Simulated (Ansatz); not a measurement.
# ZrC+ (quartet): from Hartree-Fock to the top rungs, def2-TZVPP

The task here is to estimate one member of a computed series from the others.

Method: def2-TZVPP, core rule «outside noble gas», up to 5 orbitals frozen; program: Ansatz 0.2.0, Gaussian basis.

Plan: UHF; ROHF; CCSD(T) on UHF.

## The geometry

The geometry is a PBE0/def2-TZVP stationary point (not a proven minimum) of the parent state, kept for this charge and spin. No spin-orbit coupling is included. Elements past krypton take def2 core potentials.

2 atoms, charge 1, spin multiplicity 4.

Atoms are counted from 1 here; the program's logs count them from 0.

Bond lengths: Zr1–C2 1.755 Å.

Set-up of the first run:

File in.yaml:

```yaml
crystal:
  periodic: [false, false, false]
  atoms:
    - {symbol: Zr, position_ang: [0.000000, 0.000000, 0.000000]}
    - {symbol: C, position_ang: [0.000000, 0.000000, 1.754600]}
basis:
  gaussian: {orbitals: def2-TZVPP}
total_charge: 1
magnetization: {spin_polarized: true, initial_magnetization: 3}
hamiltonian: {xc: hf}
output: {orbitals: {seedname: orbitals}}
```

On the command line:

```sh
> ansatz run in.yaml --threads 1 --pin off --events-out ev --progress --plain --max-ram 4096MiB --backend cpu
```

Steps of the session up to this table: UHF; ROHF; CCSD(T) on UHF.

One table of the session follows, with a row left open; its other results are not shown here.

```
  method  from UCCSD(T) (meV)
    ROHF                    ?
     UHF              +5232.9
    UMP2               +743.0
   UCCSD               +300.9
UCCSD(T)                    0
```

**Question.** Estimate the row for ROHF.

**Answer.** from UCCSD(T) (meV): +5475.3. In the column «from UCCSD(T) (meV)» it is the highest.
